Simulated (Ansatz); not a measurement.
C₂H₃FS, SMILES FC1CS1: an atomisation energy, run with Ansatz's Python interface.

Script `tae_c2h3fs.py`:
```python
"""Atomisation energy of C2H3FS at the given geometry."""

from collections import Counter

import ansatz as az


def energy_of(molecule, charge=0, unpaired=0):
    calc = molecule.calculation().basis(gaussian="def2-TZVP").functional("B3LYP")
    if charge:
        calc = calc.charge(charge)
    if unpaired:
        calc = calc.spin("collinear", total=unpaired)
    report = calc.run().report
    if report["published_state_doubts"]:
        print("  doubts:", report["published_state_doubts"])
    return report["free_energy_ev"]

system = (
    az.Crystal.molecule()
    .atom("F", (-1.264, -1.1596, 0.5973))
    .atom("C", (-0.7239, 0.0319, 0.0944))
    .atom("C", (0.7316, 0.0397, -0.039))
    .atom("S", (-0.0484, 0.0035, -1.5142))
    .atom("H", (-1.249, 0.9089, 0.4049))
    .atom("H", (1.2943, -0.8535, 0.2297))
    .atom("H", (1.3205, 0.9611, 0.1812))
)

# Hund ground states
unpaired = {"F": 1, "C": 2, "S": 2, "H": 1}
counts = Counter(site.symbol for site in system.cartesian_sites)
atom_energy = {s: energy_of(az.Crystal.molecule().atom(s, (0, 0, 0)), 0, unpaired[s]) for s in counts}
whole = energy_of(system, 0, 0)
for s, e in atom_energy.items():
    print(f"{s:2s} x{counts[s]}  {e:14.5f} eV")
print(f"C2H3FS: {whole:.5f} eV")
split = sum(counts[s] * e for s, e in atom_energy.items()) - whole
print(f"atomisation energy (no zero-point term): {split:.3f} eV, {split / sum(counts.values()):.3f} eV an atom")
```

What does it cost to take this molecule apart into atoms?

26.722 eV from the electronic energies, without the zero-point term.

The output:

```console
$ python tae_c2h3fs.py
F  x1     -2714.88401 eV
C  x2     -1030.20887 eV
S  x1    -10833.73371 eV
H  x3       -13.66431 eV
C2H3FS: -15676.75073 eV
atomisation energy (no zero-point term): 26.722 eV, 3.817 eV an atom
```

Total energies depend on the basis set; only differences at equal settings carry meaning. The geometry is a force-field or estimated start, not a minimum of this method, and the basis set is short of its limit. All parts are taken at fixed geometry, without zero-point energy. b3lyp holds the VWN-RPA fit, as in Gaussian; the form of ORCA and Turbomole is b3lyp5. It ran for 4.8 s on 1 thread of Arm Neoverse V1, on a shared host, peak memory 0.31 GiB.
